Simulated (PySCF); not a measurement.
# TbCl4: other functionals and bases at one geometry

One table from this session's results is given with a row withheld; the runs are named, their logs left out.

The runs use PySCF 2.14.0; several levels, as the steps say, no spin–orbit coupling.

1 further run of the same task is left out (for a known fault of the program).

### Starting geometry

5 atoms, charge 0, spin multiplicity 1.

Bond lengths: Tb1–Cl2 2.386 Å, Tb1–Cl3 2.386 Å, Tb1–Cl4 2.386 Å, Tb1–Cl5 2.386 Å. Angles: Cl2–Tb1–Cl3 109.5°, Cl2–Tb1–Cl4 109.5°, Cl2–Tb1–Cl5 109.5°, Cl3–Tb1–Cl4 109.5°, Cl3–Tb1–Cl5 109.5°, Cl4–Tb1–Cl5 109.5°.

As a file:

```
Tb    0.0000    0.0000    0.0000
Cl    1.3774    1.3774    1.3774
Cl   -1.3774   -1.3774    1.3774
Cl    1.3774   -1.3774   -1.3774
Cl   -1.3774    1.3774   -1.3774
```

Formal oxidation states: Tb +4. Each metal's 7 4f electrons lie in its core potential, so multiplicities, spins and levels count the valence alone. An earlier session relaxed this geometry at PBE0, Tb lcecp-2-SVP with ECP53, Cl def2-SVP (singlet, point group Td).

At PBE0 on the finer grid: E = -1883.296047 Eh, frontier levels not given, since the 4f levels lie in the core, Mulliken charge on Tb1 +0.98 e, largest force component 0.003 eV/Å. 

Levels to run: revPBE; BP86; PBE0, TZVP. Hardware: 2 threads of Arm Neoverse V1, shared host.

The first run:

File run.py (the lines that set the calculation):

```python
mol = gto.M(atom='''
Tb     0.00000     0.00000     0.00000
Cl     1.37736     1.37736     1.37736
Cl    -1.37736    -1.37736     1.37736
Cl     1.37736    -1.37736    -1.37736
Cl    -1.37736     1.37736    -1.37736''',
    basis={'Tb': 'lcecp-2-SVP', 'Cl': 'def2-SVP'},
    ecp={'Tb': 'lcecp-2-SVP'},
    charge=0, spin=0)
mf = dft.RKS(mol, xc='PBE_R,PBE')
mf.grids.atom_grid = (75, 302)  # f atoms: unpruned, at least (60, 302)
mf = mf.density_fit()  # fitting sets: Tb AutoAux, Cl def2-universal-JKFIT
mf.conv_tol = 1e-08; mf.max_cycle = 55
mf.kernel(dm0)  # dm0: the density of the relaxed state
```

Run with:

```bash
OMP_NUM_THREADS=2 python run.py
```

Among the steps run: revPBE; BP86; PBE0, TZVP.

One table of the session follows, with a row left open; its other results are not shown here.

| level | charge on Tb1 (e) | largest force component (eV/Å) |
| --- | --- | --- |
| PBE0 (relaxed here) | 0.98 | 0.00 |
| revPBE | ? | ? |
| BP86 | 0.77 | 0.17 |
| PBE0, TZVP | 1.44 | 0.00 |

Estimate the missing values for revPBE.

**Answer.** charge on Tb1 (e): 0.83; largest force component (eV/Å): 0.22. In the column «charge on Tb1 (e)» it lies between BP86 (0.77) and PBE0 (relaxed here) (0.98).

The largest leftover force, 0.22 eV/Å with revPBE, stands at a geometry relaxed at another level. With 4f in the core, its levels are missing from HOMO and gap, and its count is fixed, so no charge can pass from the ligands into it. Total energies of different levels can't be compared.
